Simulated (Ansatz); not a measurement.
**CH8S2Si2: molecular dynamics**

The plan is to follow the molecule's vibrations and see whether its bonds hold. The start is relaxed first. Runs: 262 steps of 0.25 fs under a Langevin thermostat, set from 2000 K to 500 K by a schedule. SMILES of the start: CS[SiH2][SiH2]S.

Program: Ansatz 0.2.0. Level of theory: UKS PBE-D4/STO-3G. These are calculated values, not measurements.

### Step 1. The starting structure

Bond lengths: C1–S2 1.773 Å, S2–Si3 2.140 Å, Si3–Si4 2.287 Å, Si4–S5 2.133 Å, C1–H6 1.090 Å, C1–H7 1.063 Å, C1–H8 1.147 Å, Si3–H9 1.510 Å, Si3–H10 1.526 Å, Si4–H11 1.570 Å, Si4–H12 1.458 Å, S5–H13 1.397 Å. Angles (14 of 20 angles, heavy atoms first): C1–S2–Si3 101.3°, S2–Si3–Si4 113.3°, Si3–Si4–S5 113.3°, S2–C1–H6 112.4°, S2–C1–H7 113.0°, S2–C1–H8 105.7°, S2–Si3–H9 107.0°, S2–Si3–H10 107.3°, Si4–Si3–H9 113.9°, Si4–Si3–H10 109.4°, Si3–Si4–H11 105.7°, Si3–Si4–H12 112.9°, S5–Si4–H11 106.1°, S5–Si4–H12 110.9°.

Coordinates:

```xyz
13

C    -1.6767    0.9602    1.1945
S    -0.0362    1.5854    0.9437
Si    1.0826   -0.2300    0.7646
Si    0.8677   -1.2269   -1.2823
S     1.2890    0.0856   -2.9103
H    -2.0624    0.4417    0.3173
H    -1.7730    0.3918    2.0875
H    -2.3496    1.8840    1.2918
H     0.6796   -1.1140    1.9210
H     2.5488    0.1136    1.0104
H    -0.6496   -1.6073   -1.4124
H     1.6354   -2.4613   -1.3964
H     0.4649    1.1423   -2.5145
```

### Step 2. Preparing the start

Contents of input.yaml:

```yaml
crystal:
  periodic: [false, false, false]
  atoms:
    - { symbol: C, position_ang: [-1.6767, 0.9602, 1.1945] }
    - { symbol: S, position_ang: [-0.0362, 1.5854, 0.9437] }
    - { symbol: Si, position_ang: [1.0826, -0.23, 0.7646] }
    - { symbol: Si, position_ang: [0.8677, -1.2269, -1.2823] }
    - { symbol: S, position_ang: [1.289, 0.0856, -2.9103] }
    - { symbol: H, position_ang: [-2.0624, 0.4417, 0.3173] }
    - { symbol: H, position_ang: [-1.773, 0.3918, 2.0875] }
    - { symbol: H, position_ang: [-2.3496, 1.884, 1.2918] }
    - { symbol: H, position_ang: [0.6796, -1.114, 1.921] }
    - { symbol: H, position_ang: [2.5488, 0.1136, 1.0104] }
    - { symbol: H, position_ang: [-0.6496, -1.6073, -1.4124] }
    - { symbol: H, position_ang: [1.6354, -2.4613, -1.3964] }
    - { symbol: H, position_ang: [0.4649, 1.1423, -2.5145] }
magnetization:
  spin_polarized: true
basis:
  gaussian: { orbitals: STO-3G }
hamiltonian:
  xc: pbe
  dispersion: d4
relax:
  f_tol: 0.02
  max_steps: 40
output:
  orbitals: {}
```

Run with:

```bash
$ ansatz run input.yaml --threads 1 --pin off --max-ram 2048MiB --backend cpu --events-out ev --progress --plain --runs-dir out
```

The runs that follow: Dynamics.

Before running it: what results should come out? Wanted: relaxation of the start; temperature, first and last step; temperature, second half; potential energy, second half; bonds formed or broken.

**Answer**, as computed:

```
                        quantity                            value
         relaxation of the start         26 moves, 0.575 eV lower
                          length             262 steps of 0.25 fs
temperature, first and last step                   1846 and 943 K
        temperature, second half  mean 1232 K, from 908 to 1672 K
   potential energy, second half     +122 meV/atom from the start
          bonds formed or broken                                0
```

Under a schedule from 2000 to 500 K over 66 fs, the atoms average 1064 K over the last tenth of the run. Such a rate, of order 10^16 K/s, is far beyond any furnace or quench, and the atoms lag the set-point. The bonds all hold. 66 fs on 13 atoms is far too short and small for converged averages. The nuclei move classically, without zero-point motion, which matters most for hydrogen. The basis is very small, so the numbers are rough.
